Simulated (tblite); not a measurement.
# C5H3Br2F3O2: the cost of one run

Programs: tblite 0.8.0 and PySCF 2.14.0. All values are calculated, for the isolated system unless a continuum is named. Atoms count from 0, parts from 1.

## (1) The system as given

15 atoms, charge 0, multiplicity 1; geometry: rigid parts in contact. Parts: 1 = atoms 0–8, `COC(Br)=C=O`, charge 0; 2 = atoms 9–14, `FC(F)=C(F)Br`, charge 0.

## (2) Bringing the parts together with GFN2-xTB

Job settings and geometry (Å):

```
{"job": {"kind": "dock", "xc": "GFN2-xTB", "basis": "xTB"}, "charge": 0, "multiplicity": 1, "parts": [{"atoms": "0-8", "charge": 0, "multiplicity": 1}, {"atoms": "9-14", "charge": 0, "multiplicity": 1}]}
C     -1.187692    -0.626342     0.453421
O     -0.103024    -0.822418    -0.448011
C      0.725789     0.218205    -0.588928
Br     0.053162     1.822127    -1.512599
C      1.909427     0.460172    -0.103111
O      3.005737     0.723208     0.178962
H     -1.767119    -1.545669     0.423377
H     -1.808628     0.213662     0.127335
H     -0.827650    -0.442946     1.469554
F      0.913307    -3.668155     0.153937
C      1.359276    -3.060005    -0.930146
F      0.484862    -3.116107    -1.916451
C      2.542967    -2.461086    -1.029923
F      3.395056    -2.427672    -0.011819
Br     3.135956    -1.610563    -2.589678
```

Level: GFN2-xTB search for minima from random contacts, gas phase.

Launch:

```bash
> OMP_NUM_THREADS=1 python cluster_run.py task.json out
```

One launch serves the whole session: the jobs run in the order shown.

**Question.** How long does this first job take on 1 thread of Arm Neoverse V1, shared host?

About 1.9 min.
